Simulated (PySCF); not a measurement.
# C5H5NO2S: magnetic properties

What do calculations give for the magnetic properties of C5H5NO2S (`C=C1CS(=O)(=O)[C@H]1C#N`)?

Programs: PySCF 2.14.0, with routines of our own; each step states its level. All values are computed. Atoms count from 0.

## 1. The system as given

14 atoms, charge 0, multiplicity 1; geometry from: GFN2-xTB.

## 2. Magnetic properties: GIAO KT3/pcSseg-1

What the job is given:

```
{"job": {"kind": "mag", "xc": "KT3", "basis": "pcSseg-1", "isotopologues": 0}, "charge": 0, "multiplicity": 1}
C      1.971606     0.363270    -0.256362
C      0.721955    -0.041546    -0.140384
C      0.192285    -1.350149     0.373289
S     -1.510183    -0.756473     0.051952
O     -2.123170    -1.400488    -1.069036
O     -2.280145    -0.558113     1.237552
C     -0.531257     0.733999    -0.489146
C     -0.742453     1.907999     0.287735
N     -0.898993     2.841254     0.930097
H      2.215904     1.340859    -0.634579
H      2.794496    -0.269811     0.027397
H      0.380490    -1.525179     1.428682
H      0.471406    -2.218336    -0.216542
H     -0.662620     0.932240    -1.552820
```

With the program's defaults for keys left out, this is: GIAO KT3/pcSseg-1 magnetisability, rotational g tensor and spin-rotation constants, non-relativistic, gas phase.

Run with:

```console
$ OMP_NUM_THREADS=1 python excited_run.py task.json out
```

One launch serves the whole session: the jobs run in the order shown.

Output:

```text
coarse grid: 13392 points
cycle   1  E = -805.0654895797  dE =  2.105e+00  |g| = 1.356e+00  |ddm| = 4.014e+00
cycle   2  E = -802.2929423485  dE =  2.773e+00  |g| = 3.823e+00  |ddm| = 5.430e+00
cycle   3  E = -805.3580608495  dE = -3.065e+00  |g| = 5.060e-01  |ddm| = 4.744e+00
cycle   4  E = -805.3962442579  dE = -3.818e-02  |g| = 3.581e-01  |ddm| = 7.714e-01
cycle   5  E = -805.4194727916  dE = -2.323e-02  |g| = 1.820e-01  |ddm| = 3.627e-01
cycle   6  E = -805.4268362157  dE = -7.363e-03  |g| = 3.739e-02  |ddm| = 1.666e-01
cycle   7  E = -805.4270611965  dE = -2.250e-04  |g| = 1.923e-02  |ddm| = 4.151e-02
cycle   8  E = -805.4271487446  dE = -8.755e-05  |g| = 5.534e-03  |ddm| = 1.816e-02
cycle   9  E = -805.4271567802  dE = -8.036e-06  |g| = 9.673e-04  |ddm| = 8.043e-03
final grid: 128056 points
cycle  10  E = -805.5181292081  dE = -2.495e-04  |g| = 2.254e-02  |ddm| = 7.715e-02
cycle  11  E = -805.5177309010  dE =  3.983e-04  |g| = 5.047e-02  |ddm| = 6.080e-02
cycle  12  E = -805.5181910300  dE = -4.601e-04  |g| = 9.275e-03  |ddm| = 4.909e-02
cycle  13  E = -805.5182076387  dE = -1.661e-05  |g| = 4.306e-03  |ddm| = 9.559e-03
cycle  14  E = -805.5182117577  dE = -4.119e-06  |g| = 7.929e-04  |ddm| = 3.737e-03
cycle  15  E = -805.5182118730  dE = -1.152e-07  |g| = 3.932e-04  |ddm| = 9.525e-04
cycle  16  E = -805.5182119114  dE = -3.844e-08  |g| = 6.500e-05  |ddm| = 3.434e-04
cycle  17  E = -805.5182119124  dE = -9.745e-10  |g| = 2.136e-05  |ddm| = 7.279e-05
converged SCF energy = -805.5182119124

Magnetisability tensor (1e-30 J/T^2)
    -1049.65        2.29        2.22
        2.29    -1074.20      -72.60
        2.22      -72.60    -1089.42
isotropic -1071.09   principal values   -1154.90  -1049.55  -1008.81
isotropic susceptibility -64.502 1e-6 cm^3/mol

Inertial axes            a          b          c
rot. const./GHz      1.9908     1.4366     1.0086
chi total           -64.493    -65.521    -63.493
chi diamagnetic    -696.105   -899.286  -1241.682
chi paramagnetic    631.612    833.765   1178.188
quadrupole/D A       -7.397      1.587      5.810
g nuclear            0.5541     0.5334     0.5355
g electronic        -0.5907    -0.5627    -0.5583
g total             -0.0366    -0.0293    -0.0227

Spin-rotation constants (kHz, H = +C I.J)
atom  isotope        aa         bb         cc
  8    14N        0.308      0.172      0.200
  9     1H        0.063     -0.132     -0.065
 10     1H       -0.206      0.057     -0.064
 11     1H       -0.234     -0.160      0.079
 12     1H       -0.138      0.036     -0.108
 13     1H       -0.219     -0.173      0.078
  0    13C*       0.621      0.470      0.244
  1    13C*       0.639      0.484      0.258
  2    13C*       0.443      0.309      0.271
  3    33S*       0.801      0.553      0.334
  4    17O*      -0.562     -0.362     -0.263
  5    17O*      -0.493     -0.405     -0.252
  6    13C*       0.362      0.352      0.252
  7    13C*       0.530      0.275      0.376
* in the singly substituted isotopologue
```

It took 37 s on 1 thread of Intel Xeon 6975P-C, shared host; peak memory 0.7 GiB.

Key values:

```
              quantity                      value
       magnetisability           -1071·10⁻³⁰ J/T²
  molar susceptibility         -64.5·10⁻⁶ cm³/mol
rotational g (a, b, c)  -0.0366, -0.0293, -0.0227
```

Orbitals, density, ELF and potential are computed afterwards from the orbital file.

Frontier orbitals at KT3/pcSseg-1, with the share of their density that lies nearest to each atom:

```
orbital  energy (eV)                                              lies on
   HOMO        -7.51              C0, C1 about 23 % each; O4 10 %; N8 8 %
   LUMO        -2.40  C0, C1 about 26 % each; H9, H10, H13 about 7 % each
```

ELF in a plane through or near 6 of the atoms.

Ten even steps from ' ' (0.00) to '@' (1.00):
```
                                                        
                                                        
                                                        
                        ::::::::..                      
                      ::--======--..                    
                    ..--********++--..                  
            ....      --++******++::                    
        ==%%@@@@**    ..++##%%%%++..                    
        %%@@@@@@@@--  ::**++**::##++--::..              
        --##@@@@##++**++%%@@##**@@++::==--..            
          ::++**----%%::..==::..==++%%..==::            
        ==##@@@@%%****++##%%++++##==--++==::..          
        ++@@@@@@##..  ..==******++------::::..          
          --****..    ..%%@@@@@@**                      
                      ::@@@@@@@@%%..                    
                        ++%%@@%%--                      
                                                        
                                                        
                                                        
                                                        
```
The map spans 10.4 Å across and 11.1 Å up, centred on the molecule. Atoms in the plane (x, y in Å): C0 (-2.0, -0.2), C1 (-0.7, -0.2), S3 (1.7, -0.3), C6 (0.3, 0.9), H9 (-2.6, 0.7), H12 (0.2, -2.3).

log10 of the density (e/Å³) in the same plane.

Ten even steps from ' ' (-4.0) to '@' (1.8):
```
                                                        
                          ......                        
                    ..::::::--::::....                  
                  ..::----======----::..                
                ..::--====++++++==----::                
            ......::--==++******++==--::..              
        ..::::--------==********++====--::..            
      ::--====++======++****####**++==------::..        
    ..::==++******++++++**##@@##****++++====----..      
    ..::==++**####******############******++==--::..    
    ..::==++****%%######%%##******%%@@##**++====::..    
    ..::==++************************##****++====::..    
    ..::--==++++++++==++****##****++++++++====--::      
      ..::----==------==++**##**++======----::::        
        ....::::::::::==++++****++----::::..            
                  ....::--======--::::..                
                      ..::::::::....                    
                                                        
                                                        
                                                        
```
The map spans 10.4 Å across and 11.1 Å up, centred on the molecule. Atoms in the plane (x, y in Å): C0 (-2.0, -0.2), C1 (-0.7, -0.2), S3 (1.7, -0.3), C6 (0.3, 0.9), H9 (-2.6, 0.7), H12 (0.2, -2.3).

On the surface of density 0.002 e/bohr³ the electrostatic potential runs, from the 1st to the 99th percentile, from -1.51 V near N8 to 1.60 V near H13.

## 3. Magnetic properties: GIAO X3LYP/pcSseg-0

Settings changed since step 2:

```diff
@@ -1,2 +1,2 @@
-{"job": {"kind": "mag", "xc": "KT3", "basis": "pcSseg-1", "isotopologues": 0}, "charge": 0, "multiplicity": 1}
+{"job": {"kind": "mag", "xc": "X3LYP", "basis": "pcSseg-0"}, "charge": 0, "multiplicity": 1}
 C      1.971606     0.363270    -0.256362
```

With the program's defaults for keys left out, this is: GIAO X3LYP/pcSseg-0 magnetisability, rotational g tensor and spin-rotation constants, non-relativistic, gas phase.

Output:

```text
coarse grid: 13392 points
cycle   1  E = -794.7009718964  dE =  2.511e+00  |g| = 1.315e+00  |ddm| = 5.349e+00
cycle   2  E = -792.9370655028  dE =  1.764e+00  |g| = 3.157e+00  |ddm| = 1.050e+01
cycle   3  E = -795.0474628827  dE = -2.110e+00  |g| = 3.427e-01  |ddm| = 7.896e+00
cycle   4  E = -795.0733915101  dE = -2.593e-02  |g| = 1.710e-01  |ddm| = 7.871e-01
cycle   5  E = -795.0784602878  dE = -5.069e-03  |g| = 9.167e-02  |ddm| = 2.796e-01
cycle   6  E = -795.0802663671  dE = -1.806e-03  |g| = 1.222e-02  |ddm| = 1.274e-01
cycle   7  E = -795.0802888183  dE = -2.245e-05  |g| = 7.917e-03  |ddm| = 2.986e-02
cycle   8  E = -795.0803035929  dE = -1.477e-05  |g| = 1.453e-03  |ddm| = 1.204e-02
cycle   9  E = -795.0803039018  dE = -3.089e-07  |g| = 8.721e-04  |ddm| = 3.206e-03
final grid: 128056 points
cycle  10  E = -795.0473148938  dE = -1.857e-05  |g| = 3.854e-03  |ddm| = 3.050e-02
cycle  11  E = -795.0473056577  dE =  9.236e-06  |g| = 7.627e-03  |ddm| = 1.482e-02
cycle  12  E = -795.0473180292  dE = -1.237e-05  |g| = 1.592e-03  |ddm| = 1.197e-02
cycle  13  E = -795.0473185532  dE = -5.241e-07  |g| = 2.557e-04  |ddm| = 2.233e-03
cycle  14  E = -795.0473185665  dE = -1.326e-08  |g| = 1.238e-04  |ddm| = 4.811e-04
cycle  15  E = -795.0473185691  dE = -2.562e-09  |g| = 5.933e-05  |ddm| = 2.500e-04
cycle  16  E = -795.0473185697  dE = -6.780e-10  |g| = 1.833e-05  |ddm| = 1.036e-04
converged SCF energy = -795.0473185697

Magnetisability tensor (1e-30 J/T^2)
    -1135.72        5.15       -4.24
        5.15    -1162.97      -53.19
       -4.24      -53.19    -1131.66
isotropic -1143.45   principal values   -1202.80  -1136.62  -1090.93
isotropic susceptibility -68.860 1e-6 cm^3/mol

Inertial axes            a          b          c
rot. const./GHz      1.9908     1.4366     1.0086
chi total           -69.483    -70.173    -66.924
chi diamagnetic    -700.782   -904.865  -1247.058
chi paramagnetic    631.299    834.692   1180.134
quadrupole/D A       -8.303      2.212      6.091
g nuclear            0.5541     0.5334     0.5355
g electronic        -0.5904    -0.5634    -0.5592
g total             -0.0363    -0.0299    -0.0236

Spin-rotation constants (kHz, H = +C I.J)
atom  isotope        aa         bb         cc
  8    14N        0.337      0.187      0.224
  9     1H        0.047     -0.147     -0.077
 10     1H       -0.227      0.042     -0.076
 11     1H       -0.267     -0.175      0.070
 12     1H       -0.164      0.015     -0.119
 13     1H       -0.242     -0.200      0.066
  0    13C*       0.664      0.496      0.249
  1    13C*       0.641      0.495      0.263
  2    13C*       0.451      0.300      0.281
  3    33S*       0.859      0.591      0.339
  4    17O*      -0.595     -0.371     -0.292
  5    17O*      -0.502     -0.425     -0.286
  6    13C*       0.339      0.369      0.268
  7    13C*       0.559      0.287      0.401
* in the singly substituted isotopologue
```

Run time: 11 s. Hardware: 1 thread of Intel Xeon 6975P-C, shared host; peak memory 0.57 GiB.

Key values:

```
              quantity                      value
       magnetisability           -1143·10⁻³⁰ J/T²
  molar susceptibility         -68.9·10⁻⁶ cm³/mol
rotational g (a, b, c)  -0.0363, -0.0299, -0.0236
```

## 4. Magnetic properties side by side

```
              level  ξ (10⁻³⁰ J/T²)     g(a)     g(b)  gap (eV)  functions  time
  GIAO KT3/pcSseg-1           -1071  -0.0366  -0.0293      5.11        185  37 s
GIAO X3LYP/pcSseg-0           -1143  -0.0363  -0.0299      6.98         95  11 s
```

## 5. Outcome

| quantity | value |
| --- | --- |
| magnetisability (step 2, GIAO KT3/pcSseg-1) | -1071·10⁻³⁰ J/T² |
| molar susceptibility (step 2, GIAO KT3/pcSseg-1) | -64.5·10⁻⁶ cm³/mol |
| rotational g (a, b, c) (step 2, GIAO KT3/pcSseg-1) | -0.0366, -0.0293, -0.0227 |
| surface potential, 1st and 99th percentile | -1.51 V and 1.60 V |
| magnetisability over the levels | -1143 to -1071·10⁻³⁰ J/T² |

**Reading.** At KT3/pcSseg-1, counted by nearest atom on the grid, the HOMO lies on C0, C1 about 23 % each; O4 10 %, the LUMO on C0, C1 about 26 % each; H9, H10, H13 about 7 % each. The magnetisability spreads by 6.5 % over 2 levels, from GIAO X3LYP/pcSseg-0 (11 s) to GIAO KT3/pcSseg-1 (37 s); the runs took 11 s to 37 s. Two levels can agree by chance, so this spread shows no convergence. Vibrational averaging and real surroundings are missing from these values.
